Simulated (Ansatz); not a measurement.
Run this with Ansatz 0.2.0, Python API and show what comes out.

`opt_c2h6fsi.py`
```python
"""Relax the C2H6FSi molecule."""

import warnings

import ansatz as az
import numpy as np

GEOMETRY = """
C    -0.69690    1.15520   -0.62900
Si    0.04250   -0.46740   -0.74010
C     0.93730   -0.90450    0.78270
F    -1.03160   -1.54720   -0.97040
H    -1.28450    1.42750   -1.58030
H    -1.46040    1.26610    0.18500
H     0.02770    1.98720   -0.48030
H     1.80860   -0.17000    0.99150
H     0.31120   -0.90270    1.70940
H     1.42920   -1.89540    0.73440
"""


def main() -> None:
    warnings.simplefilter("ignore", az.DeckWarning)

    geometry = az.Crystal.molecule()
    for line in GEOMETRY.strip().splitlines():
        symbol, *xyz = line.split()
        geometry = geometry.atom(symbol, [float(v) for v in xyz])

    base = (
        geometry.calculation()
        .basis(gaussian="cc-pVDZ")
        .functional("hf")
        .spin("collinear", total=1)
    )
    symbols = [site.symbol for site in geometry.cartesian_sites]
    start = np.array([site.position_ang for site in geometry.cartesian_sites], dtype=float)
    def progress(event):
        if event["event"] == "relax_step":
            row = event["data"]
            print(f"step {row['step']:3d}  E = {row['lagrangian_ev']:.6f} eV  max force {row['allowed_force_max_ev_ang']:.4f} eV/A")


    data = base.relax(force_tolerance=0.02).session().plan().execute(on_event=progress).report
    end = np.array(data["positions_ang"])

    print(f"E = {data['free_energy_ev']:.6f} eV = {data['free_energy_ev'] / 27.211386246:.7f} Ha")
    print("converged:", data["converged"], " doubts:", data["published_state_doubts"] or "none")

    print("bond        before    after (A)")
    for i, j in [(0, 1), (0, 4), (0, 5), (0, 6), (1, 2), (1, 3), (2, 7), (2, 8), (2, 9)]:
        d0, d1 = (np.linalg.norm(xyz[i] - xyz[j]) for xyz in (start, end))
        print(f"{symbols[i]}{i}-{symbols[j]}{j}".ljust(10), f"{d0:8.4f} {d1:8.4f}")

    charges = data["charge_distribution"]
    print("dipole moment", round(4.803205 * float(np.linalg.norm(charges["dipole_moment_e_ang"])), 3), "D")
    print("Mulliken:", [(s, round(q, 3)) for s, q in zip(symbols, charges["mulliken_charges_e"])])
    with open("c2h6fsi_opt.xyz", "w") as handle:
        handle.write(f"{len(symbols)}\nrelaxed C2H6FSi\n")
        handle.writelines(f"{s:2s} {x:11.6f} {y:11.6f} {z:11.6f}\n" for s, (x, y, z) in zip(symbols, end))


if __name__ == "__main__":
    main()
```

```console
$ python opt_c2h6fsi.py
step   1  E = -12724.640070 eV  max force 3.6825 eV/A
step   2  E = -12725.082566 eV  max force 2.0191 eV/A
step   3  E = -12725.192812 eV  max force 0.4447 eV/A
step   4  E = -12725.205440 eV  max force 0.2692 eV/A
step   5  E = -12725.212317 eV  max force 0.0220 eV/A
step   6  E = -12725.212836 eV  max force 0.0103 eV/A
E = -12725.212836 eV = -467.6429463 Ha
converged: True  doubts: none
bond        before    after (A)
C0-Si1       1.7866   1.8844
C0-H4        1.1508   1.0918
C0-H5        1.1215   1.0947
C0-H6        1.1133   1.0934
Si1-C2       1.8195   1.8845
Si1-F3       1.5404   1.6486
C2-H7        1.1586   1.0933
C2-H8        1.1184   1.0946
C2-H9        1.1073   1.0919
dipole moment 2.226 D
Mulliken: [('C', -0.315), ('Si', 0.756), ('C', -0.315), ('F', -0.477), ('H', 0.065), ('H', 0.059), ('H', 0.052), ('H', 0.052), ('H', 0.059), ('H', 0.065)]
```

It writes `c2h6fsi_opt.xyz`:
```text
10
relaxed C2H6FSi
C    -0.741942    1.223440   -0.656712
Si    0.094632   -0.461902   -0.760363
C     1.002643   -0.916800    0.827113
F    -1.094996   -1.582588   -0.976727
H    -1.295532    1.448763   -1.570327
H    -1.442443    1.245605    0.184180
H     0.003182    2.009093   -0.504522
H     1.805073   -0.201019    1.024647
H     0.310711   -0.901530    1.675142
H     1.441772   -1.914261    0.760470
```

What to keep in mind:
- Total energies depend on the basis set; only differences at equal settings carry meaning.
- The end point is the stationary point reached from this start; no frequency run checks that it is a minimum, and the basis set is modest.
- The species is open-shell (spin multiplicity 2).
- Wall time of the script: 16 s on 1 thread of Arm Neoverse V1, with other jobs on the host, peak memory 0.27 GiB.

(Lines on the test bed's own set-up are left out of the output.)
